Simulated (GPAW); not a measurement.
A calculation with GPAW 26.7.0 of AlSn (ASE script, structure typed inline):

The input run.py:

```python
from ase import Atoms
from ase.dft.bandgap import bandgap
from ase.io import write
from ase.units import Bohr, GPa
from gpaw import GPAW, PW
from gpaw.elf import elf_from_dft_calculation

atoms = Atoms(['Sn', 'Al'],
              cell=[[4.1981056157, 0.0, 0.0],
                    [-2.0990528078, 3.6356661109, 0.0],
                    [0.0, 0.0, 3.306847]],
              scaled_positions=[[0.3333333333, 0.6666666667, 0.5],
                                [0.0, 0.0, 0.0]],
              pbc=True)

calc = GPAW(mode=PW(600),
            xc='PBE',
            kpts={'size': (7, 7, 8), 'gamma': True},
            occupations={'name': 'fermi-dirac', 'width': 0.05},
            nbands=17,
            convergence={'density': 1e-05, 'energy': 1e-05},
            maxiter=150,
            txt='gpaw.txt')
atoms.calc = calc
energy = atoms.get_potential_energy()
forces = atoms.get_forces()
stress = atoms.get_stress()
calc.write('gs.gpw')
write('result.traj', atoms)
print(f'Energy: {energy:.6f} eV')
print('Forces (eV/A):')
print(forces.round(4))
print('Stress (GPa):', (stress / GPa).round(3))
print('Fermi level:', round(calc.get_fermi_level(), 4), 'eV')
print(f'Gap: {bandgap(calc)[0]:.4f} eV, direct: {bandgap(calc, direct=True)[0]:.4f} eV')

# fields on the real-space grid
write('density.cube', atoms, data=calc.get_pseudo_density() * Bohr**3)
write('potential.cube', atoms, data=calc.get_electrostatic_potential())
write('elf.cube', atoms, data=elf_from_dft_calculation(calc).data)
```

Potentials or basis: GPAW PAW data sets (gpaw-data 1.2.1), pw.

Run with:

```sh
$ OMP_NUM_THREADS=1 python run.py
```

The cell comes from a database or a generator and needn't be the stable form of this composition.

Question: Write the same calculation in another form: native input, Cartesian positions.

Answer: As run:

Contents of run.py:

```python
from ase.io import read
from gpaw import PW
from gpaw.dft import DFT

atoms = read('AlSn.xyz')

dft = DFT(atoms,
          mode=PW(600),
          xc='PBE',
          kpts={'size': (7, 7, 8), 'gamma': True},
          occupations={'name': 'fermi-dirac', 'width': 0.05},
          nbands=17,
          convergence={'density': 1e-05, 'energy': 1e-05},
          maxiter=150,
          txt='gpaw.txt')
print(f'Energy: {dft.calculate_energy():.6f} eV')
print('Forces (eV/A):')
print(dft.calculate_forces().round(4))
print('Stress (eV/A^3):', dft.calculate_stress().round(6))
dft.write_gpw_file('gs.gpw')
```

The input AlSn.xyz:

```xyz
2
Lattice="4.1981056157 0.0000000000 0.0000000000 -2.0990528078 3.6356661109 0.0000000000 0.0000000000 0.0000000000 3.3068470000" Properties=species:S:1:pos:R:3 pbc="T T T"
Sn    -0.0000000002      2.4237774074      1.6534235000
Al     0.0000000000      0.0000000000      0.0000000000
```

Potentials or basis: GPAW PAW data sets (gpaw-data 1.2.1), pw.

Command:

```sh
$ OMP_NUM_THREADS=1 python run.py
```

Both were run:

|  | ASE script, structure typed inline | native input, Cartesian positions |
| --- | --- | --- |
| Pressure | 0.1 GPa | 0.1 GPa |
| Band gap on the k mesh | none (metal or under the smearing width) | none (metal or under the smearing width) |

Keys that steer only the numerical path or the files written may differ.
